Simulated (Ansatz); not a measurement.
# CH6Cl2O2Si2: up Jacob's ladder to CCSD(T)

One table from this session's results is given with a row withheld; the runs are named, their logs left out.

Computed with Ansatz 0.2.0, Gaussian basis. Level: functionals in def2-TZVPP, the program's frozen cores in correlated methods.

Plan: PBE-D4, r2SCAN-D4, PBE0-D4, B3LYP-D4, ωB97X-V, ωB97M-V, B2PLYP; CCSD(T)/def2-TZVPP; MP2/def2-QZVPP; extrapolation to the limit.

## Structure used throughout

The geometry comes from an earlier relaxation with PBE0-D4 in a triple-zeta def2 set; it is a stationary point, not always the lowest conformer.

13 atoms, charge 0, spin multiplicity 1.

Atoms are counted from 1 here; the program's logs count them from 0.

Bond lengths: O1–Si2 1.630 Å, O1–H8 0.965 Å, Si2–Cl3 2.058 Å, Si2–C4 1.871 Å, Si2–H9 1.476 Å, C4–Si5 1.844 Å, C4–H10 1.096 Å, C4–H11 1.095 Å, Si5–O6 1.650 Å, Si5–Cl7 2.056 Å, Si5–H12 1.480 Å, O6–H13 0.959 Å. Angles: Si2–O1–H8 116.1°, O1–Si2–Cl3 110.6°, O1–Si2–C4 111.4°, O1–Si2–H9 108.3°, Cl3–Si2–C4 107.9°, Cl3–Si2–H9 106.2°, C4–Si2–H9 112.4°, Si2–C4–Si5 114.9°, Si2–C4–H10 108.2°, Si2–C4–H11 109.2°, Si5–C4–H10 107.4°, Si5–C4–H11 109.8°, H10–C4–H11 107.0°, C4–Si5–O6 105.2°, C4–Si5–Cl7 111.6°, C4–Si5–H12 114.0°, O6–Si5–Cl7 109.2°, O6–Si5–H12 111.0° and more.

Geometry (Å):

```xyz
13

O    -0.69490    0.08570    2.00736
Si   -1.52687    0.43862    0.65127
Cl   -2.36661    2.31252    0.78441
C    -0.41811    0.41040   -0.85500
Si    1.01940   -0.73801   -0.73831
O     1.80975   -0.30420    0.64354
Cl    2.29187   -0.52546   -2.33902
H     0.26703    0.11312    1.93533
H    -2.65314   -0.50928    0.53829
H    -0.02048    1.42010   -1.00690
H    -1.01743    0.16578   -1.73781
H     0.64554   -2.16959   -0.70952
H     2.66395   -0.69970    0.82634
```

Set-up of the first run:

Input file in.yaml:

```yaml
crystal:
  periodic: [false, false, false]
  atoms:
    - {symbol: O, position_ang: [-0.694901, 0.085704, 2.007361]}
    - {symbol: Si, position_ang: [-1.526871, 0.438621, 0.651268]}
    - {symbol: Cl, position_ang: [-2.366606, 2.312518, 0.784415]}
    - {symbol: C, position_ang: [-0.418108, 0.410396, -0.854997]}
    - {symbol: Si, position_ang: [1.019399, -0.738008, -0.738309]}
    - {symbol: O, position_ang: [1.809748, -0.304204, 0.643544]}
    - {symbol: Cl, position_ang: [2.291867, -0.525464, -2.339016]}
    - {symbol: H, position_ang: [0.267033, 0.113121, 1.935334]}
    - {symbol: H, position_ang: [-2.653136, -0.509275, 0.538287]}
    - {symbol: H, position_ang: [-0.020481, 1.420100, -1.006903]}
    - {symbol: H, position_ang: [-1.017425, 0.165783, -1.737807]}
    - {symbol: H, position_ang: [0.645543, -2.169594, -0.709522]}
    - {symbol: H, position_ang: [2.663949, -0.699699, 0.826344]}
basis:
  gaussian: {orbitals: def2-TZVPP}
hamiltonian: {xc: pbe, dispersion: d4}
output: {forces: true, orbitals: {seedname: orbitals}}
```

The run is started by

```sh
$ ansatz run in.yaml --threads 2 --pin off --events-out ev --progress --plain --max-ram 22528MiB --backend cuda --devices 0, --max-vram 18GiB
```

Among the steps run: PBE-D4 (GGA); r2SCAN-D4 (meta-GGA); PBE0-D4 (hybrid); B3LYP-D4 (hybrid); ωB97X-V (range-separated); ωB97M-V (range-separated); B2PLYP (double hybrid); CCSD(T) in def2-TZVPP; MP2 in def2-QZVPP.

One table of the session follows, with a row left open; its other results are not shown here.

It belongs to the step «Atomisation energies». 

| method | atomisation energy (kJ/mol) |
| --- | --- |
| PBE-D4 | 4900.1 |
| r2SCAN-D4 | 4876.8 |
| PBE0-D4 | 4830.1 |
| B3LYP-D4 | 4817.4 |
| ωB97X-V | 4878.1 |
| ωB97M-V | ? |
| B2PLYP | 4780.1 |
| HF/def2-TZVPP | 3561.9 |
| MP2/def2-TZVPP | 4850.2 |
| CCSD/def2-TZVPP | 4651.9 |
| CCSD(T)/def2-TZVPP | 4727.2 |
| MP2/CBS | 5001.6 |
| CCSD(T)/CBS | 4878.5 |

Q: Estimate the row for ωB97M-V from the others.

**Answer.** atomisation energy (kJ/mol): 4883.2. In the column «atomisation energy (kJ/mol)» it lies between CCSD(T)/CBS (4878.5) and PBE-D4 (4900.1).

Caveats from the session: Free atoms (2 O, 2 Si, 2 Cl, 1 C, 6 H) were run apart at each level; the atomisation energy is their sum less the molecule, without zero-point or spin-orbit terms.
